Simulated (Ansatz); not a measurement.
# BH2O (SMILES [BH]O): U-revPBE/cc-pVTZ

What is the electronic atomisation energy of BH2O at U-revPBE/cc-pVTZ? 

The calculation is run with Ansatz 0.2.0.

50 further runs of the same task are left out: 50 set aside as unsound or not needed.

## Step 1: The molecule

BH2O: 4 atoms, total charge 0, spin state doublet. SMILES: `[BH]O`. The shape is that of a PBE0-D4/def2-TZVP optimisation.

Bond lengths: B1–O2 1.333 Å, B1–H3 1.201 Å, O2–H4 0.961 Å. Angles: B1–O2–H4 114.6°, O2–B1–H3 121.0°.

## Step 2: A single-point energy at U-revPBE/cc-pVTZ

run.yaml reads:

```yaml
crystal:
  periodic: [false, false, false]
  atoms:
    - {symbol: B, position_ang: [-0.006100, -0.485500, 0.388300]}
    - {symbol: O, position_ang: [0.119700, 0.544500, -0.448600]}
    - {symbol: H, position_ang: [-1.064200, -1.032400, 0.540300]}
    - {symbol: H, position_ang: [1.006100, 0.913200, -0.500300]}
basis:
  gaussian: {orbitals: cc-pVTZ}
magnetization: {spin_polarized: true, initial_magnetization: 1}
hamiltonian: {xc: {name: revPBE}}
accuracy: high
output: {orbitals: {seedname: orbitals}}
```

Command:

```sh
$ ansatz run run.yaml --threads 1 --pin off --max-ram 3480MiB --events-out events.jsonl --progress --plain --runs-dir runs
```

The log of the run:

```text
Warning: RAYON_NUM_THREADS=1 ignored (pool sized by the plan → 1); use --threads N
Functional definition: revPBE
  name "revPBE"
  parameter kappa = 1.245
  parameter beta = 0.06672455060314922
  exchange = pbe_x(kappa = kappa, mu = beta*pi^2/3)
  correlation = pbe_c(beta = beta)
1459 factors; integrals over basis functions are off by at most 3.0e-9 eV
mean field evaluation 1: about -2750.5001 eV, gradient 3.7e1 eV
mean field evaluation 2: about -2729.2952 eV, gradient 8.2e1 eV
mean field evaluation 4: about -2754.9180 eV, gradient 3.0e0 eV
mean field evaluation 8: about -2754.9637 eV, gradient 1.5e-2 eV
mean field evaluation 16: about -2754.9637 eV, gradient 1.7e-6 eV
mean field -2754.96365965 eV, -101.2430471108 hartree, gradient 3.2e-8 eV, S^2 0.752336; 0 other end points of the search recorded, 0 dependent functions left out
reference -2754.96366337 eV, -101.2430472474 hartree; 8, 7 occupied and 80, 81 virtual orbitals, 1459 factors
Total energy: -2754.96366337 eV, -101.2430472474 hartree
```

Wall time 3.9 s (1 thread of Arm Neoverse V1, shared host); peak memory 0.19 GiB.

## Step 3: The B atom at the same level

in.yaml reads:

```yaml
crystal:
  periodic: [false, false, false]
  atoms:
    - {symbol: B, position_ang: [0.000000, 0.000000, 0.000000]}
basis:
  gaussian:
    orbitals: cc-pVTZ
magnetization:
  spin_polarized: true
  initial_magnetization: 1
hamiltonian:
  xc: {name: revPBE}
accuracy: high
```

Command:

```sh
$ ansatz run in.yaml --threads 1 --pin off --max-ram 3480MiB --events-out events.jsonl --progress --plain --runs-dir runs
```

The log of the run (excerpt; [...] marks lines left out):

```text
Warning: RAYON_NUM_THREADS=1 ignored (pool sized by the plan → 1); use --threads N
[... 6 set-up lines as earlier in the session ...]
294 factors; integrals over basis functions are off by at most 2.4e-9 eV
mean field evaluation 1: about -670.7343 eV, gradient 3.2e0 eV
mean field evaluation 2: about -670.8150 eV, gradient 1.3e0 eV
mean field evaluation 4: about -670.8278 eV, gradient 2.6e-1 eV
mean field evaluation 8: about -670.8283 eV, gradient 1.1e-4 eV
mean field evaluation 16: about -670.8328 eV, gradient 1.2e-1 eV
mean field evaluation 32: about -670.8283 eV, gradient 1.5e-8 eV
mean field evaluation 64: about -670.8283 eV, gradient 1.1e-3 eV
mean field -670.82834121 eV, -24.6524868358 hartree, gradient 8.4e-9 eV, S^2 0.753559; 10 other end points of the search recorded, 0 dependent functions left out
reference -670.82834385 eV, -24.6524869328 hartree; 3, 2 occupied and 27, 28 virtual orbitals, 294 factors
Total energy: -670.82834385 eV, -24.6524869328 hartree
```

Wall time 1.6 s (1 thread of Arm Neoverse V1, shared host).

## Step 4: The H atom, same level

job.yaml reads:

```yaml
crystal:
  periodic: [false, false, false]
  atoms:
    - {symbol: H, position_ang: [0.000000, 0.000000, 0.000000]}
basis:
  gaussian:
    orbitals: cc-pVTZ
magnetization:
  spin_polarized: true
  initial_magnetization: 1
hamiltonian:
  xc: {name: revPBE}
accuracy: high
```

Run the same way, it converges to -0.50413 Eh (log not shown).

## Step 5: The O atom

input.yaml reads:

```yaml
crystal:
  periodic: [false, false, false]
  atoms:
    - symbol: O
      position_ang: [0.000000, 0.000000, 0.000000]
basis:
  gaussian:
    orbitals: cc-pVTZ
magnetization:
  spin_polarized: true
  initial_magnetization: 2
hamiltonian:
  xc: {name: revPBE}
accuracy: high
```

Run the same way, it converges to -75.06625 Eh (log not shown).

## Step 6: Results

Level: U-revPBE/cc-pVTZ.

| quantity | value |
| --- | --- |
| molecule: total energy | -101.24305 Eh |
| molecule: HOMO energy (highest over α and β) | -4.25 eV |
| molecule: LUMO energy (lowest over α and β) | -1.84 eV |
| molecule: ⟨S²⟩ | 0.752 |
| B atom: total energy | -24.65249 Eh |
| B atom: ⟨S²⟩ | 0.754 |
| H atom: total energy | -0.50413 Eh |
| H atom: ⟨S²⟩ | 0.750 |
| O atom: total energy | -75.06625 Eh |
| O atom: ⟨S²⟩ | 2.003 |
| electronic atomisation energy | 14.043 eV |

Taking the molecule apart into free atoms costs 14.04 eV (324 kcal/mol), before zero-point energy and without spin-orbit coupling.
